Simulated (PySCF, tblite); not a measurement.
# C₅H₁₁B₂F: geometry, infrared bands and NMR shifts

Wanted: the infrared bands and NMR shifts of C₅H₁₁B₂F (`B/C(=C\C)CCBF`), by calculation.

Computed with tblite 0.8.0 and PySCF 2.14.0, with density-fitted response routines of our own, on a single molecule in the gas phase. Atoms are numbered from 0 throughout.

## Step 1: The molecule as given

19 atoms, charge 0, multiplicity 1; geometry from: force field or distance geometry start.

Bonds of the start (Å): B0–C1 1.59, C1–C2 1.33, C2–C3 1.51, C1–C4 1.51, C4–C5 1.53, C5–B6 1.60, B6–F7 1.44, B0–H8 1.18, B0–H9 1.19, C2–H10 1.09, C3–H11 1.11, C3–H12 1.09, C3–H13 1.11, C4–H14 1.12, C4–H15 1.11, C5–H16 1.12, C5–H17 1.11, B6–H18 1.18.

## Step 2: Optimising the geometry with GFN2-xTB

The job: settings as JSON, then the geometry in Å.

```
{"job": {"kind": "relax", "xc": "GFN2-xTB", "basis": "xTB"}, "charge": 0, "multiplicity": 1}
B     -1.274100    -0.930200     1.344800
C     -0.625000    -0.379900     0.004400
C     -1.272000     0.409000    -0.851400
C     -2.711700     0.850200    -0.690200
C      0.826700    -0.732100    -0.241800
C      1.748000     0.341500     0.331700
B      3.283200    -0.008500     0.059600
F      4.116900     0.893000    -0.701400
H     -0.644800    -1.592900     2.093000
H     -2.407700    -0.681700     1.629200
H     -0.765300     0.773200    -1.740300
H     -2.827200     1.422100     0.258600
H     -3.018100     1.487700    -1.524200
H     -3.372300    -0.046400    -0.659400
H      0.997800    -0.814500    -1.343300
H      1.064800    -1.719000     0.213000
H      1.600800     0.421900     1.435300
H      1.526300     1.321900    -0.127400
H      3.743900    -1.006000     0.502300
```

Started as:

```console
> OMP_NUM_THREADS=1 python probes_run.py task.json out
```

One launch serves the whole session: the jobs run in the order shown.

**Question.** This job is followed by: GFN2-xTB harmonic vibrations, gas phase; GIAO PBE0/pcSseg-1 NMR shielding, non-relativistic, gas phase. Predict these results of the whole session: strongest single infrared mode (GFN2-xTB); zero-point energy (GFN2-xTB); 13C shifts against TMS (PBE0/pcSseg-1); 1H shifts against TMS (PBE0/pcSseg-1, means over atoms taken as alike); 11B shifts against BF3·OEt2 (PBE0/pcSseg-1); 19F shifts against CFCl3 (PBE0/pcSseg-1).

As calculated:

| quantity | value |
| --- | --- |
| strongest single infrared mode (GFN2-xTB) | 1288 cm⁻¹, 234 km/mol |
| zero-point energy (GFN2-xTB) | 93.7 kcal/mol |
| 13C shifts against TMS (PBE0/pcSseg-1) | 165.7, 159.8, 42.1, 32.2, 22.0 ppm |
| 1H shifts against TMS (PBE0/pcSseg-1, means over atoms taken as alike) | 7.29, 7.07, 5.63, 2.55, 2.28, 0.87 ppm |
| 11B shifts against BF3·OEt2 (PBE0/pcSseg-1) | 70.3, 58.5 ppm |
| 19F shifts against CFCl3 (PBE0/pcSseg-1) | 1.8 ppm |

In words: Over 157 steps the energy fell by 0.484 eV; of the close pairs, B6–F7 changed most, 1.445 to 1.318 Å. No mode is imaginary among the 51: a minimum at this level. The strongest single mode, at 1288 cm⁻¹, is spread over many atoms; the largest shares are those of B6, H14. Unscaled tight-binding wavenumbers are off by several per cent, some by more. Its intensities can rank the bands wrongly. At PBE0/pcSseg-1: The widest tensor belongs to F7: span 511 ppm, with a paramagnetic part of -293 ppm.
